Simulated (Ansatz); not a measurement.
# C2H5NOSSi: a ladder of functionals and wavefunction methods

An exercise on one series of results from a longer session: the logs are not shown, and one member is left open.

Computed with Ansatz 0.2.0, Gaussian basis. Level: functionals in def2-TZVPP, the program's frozen cores in correlated methods.

Levels to be run: PBE-D4, r2SCAN-D4, PBE0-D4, B3LYP-D4, ωB97X-V, ωB97M-V, B2PLYP; CCSD(T)/def2-TZVPP; MP2/def2-QZVPP; extrapolation to the limit.

### Structure used throughout

All runs share one geometry, relaxed beforehand with PBE0-D4 in a triple-zeta def2 set.

SMILES `O[SiH2]N1C=C1S`, 11 atoms, charge 0, spin multiplicity 1.

Atoms are counted from 1 here; the program's logs count them from 0.

Bond lengths: O1–Si2 1.650 Å, O1–H7 0.958 Å, Si2–N3 1.747 Å, Si2–H8 1.488 Å, Si2–H9 1.479 Å, N3–C4 1.513 Å, N3–C5 1.491 Å, C4–C5 1.276 Å, C4–H10 1.072 Å, C5–S6 1.695 Å, S6–H11 1.348 Å. Angles: Si2–O1–H7 117.7°, O1–Si2–N3 116.0°, O1–Si2–H8 111.0°, O1–Si2–H9 105.5°, N3–Si2–H8 105.6°, N3–Si2–H9 107.2°, H8–Si2–H9 111.6°, Si2–N3–C4 121.5°, Si2–N3–C5 121.2°, C4–N3–C5 50.3°, N3–C4–C5 64.0°, N3–C4–H10 138.5°, C5–C4–H10 156.9°, N3–C5–C4 65.8°, N3–C5–S6 138.0°, C4–C5–S6 155.4°, C5–S6–H11 95.4°.

Set-up of the first run:

Contents of in.yaml:

```yaml
crystal:
  periodic: [false, false, false]
  atoms:
    - {symbol: O, position_ang: [-0.103326, -1.389785, 1.557374]}
    - {symbol: Si, position_ang: [0.109172, -1.419340, -0.078228]}
    - {symbol: N, position_ang: [0.592634, 0.088824, -0.815230]}
    - {symbol: C, position_ang: [1.293397, 1.168318, -0.020050]}
    - {symbol: C, position_ang: [0.073204, 1.394461, -0.317027]}
    - {symbol: S, position_ang: [-1.414317, 2.201344, -0.213600]}
    - {symbol: H, position_ang: [-0.874790, -0.935243, 1.898358]}
    - {symbol: H, position_ang: [-1.144850, -1.820399, -0.771395]}
    - {symbol: H, position_ang: [1.198633, -2.390747, -0.317193]}
    - {symbol: H, position_ang: [2.231854, 1.318295, 0.476878]}
    - {symbol: H, position_ang: [-1.896410, 1.727173, -1.379386]}
basis:
  gaussian: {orbitals: def2-TZVPP}
hamiltonian: {xc: pbe, dispersion: d4}
output: {forces: true, orbitals: {seedname: orbitals}}
```

Command:

```
> ansatz run in.yaml --threads 4 --pin off --events-out ev --progress --plain --max-ram 10444MiB
```

Steps of the session up to this table: PBE-D4 (GGA); r2SCAN-D4 (meta-GGA); PBE0-D4 (hybrid); B3LYP-D4 (hybrid); ωB97X-V (range-separated); ωB97M-V (range-separated); B2PLYP (double hybrid); CCSD(T) in def2-TZVPP; MP2 in def2-QZVPP.

One of the session's tables, all rows but one given; the rest of the session is left out.

| method | atomisation energy (kJ/mol) |
| --- | --- |
| PBE-D4 | 4135.6 |
| r2SCAN-D4 | 4006.9 |
| PBE0-D4 | 4009.6 |
| B3LYP-D4 | 3994.1 |
| ωB97X-V | 4016.4 |
| ωB97M-V | 4018.6 |
| B2PLYP | 3943.8 |
| HF/def2-TZVPP | 2623.2 |
| MP2/def2-TZVPP | 3969.6 |
| CCSD/def2-TZVPP | 3761.0 |
| CCSD(T)/def2-TZVPP | ? |
| MP2/CBS | 4111.7 |
| CCSD(T)/CBS | 3996.3 |

**Question.** Estimate the row for CCSD(T)/def2-TZVPP.

The run gave: atomisation energy (kJ/mol): 3854.1. In the column «atomisation energy (kJ/mol)» it lies between CCSD/def2-TZVPP (3761.0) and B2PLYP (3943.8).

To keep in mind: Free atoms (1 O, 1 Si, 1 N, 2 C, 1 S, 5 H) were run apart at each level; the atomisation energy is their sum less the molecule, without zero-point or spin-orbit terms.
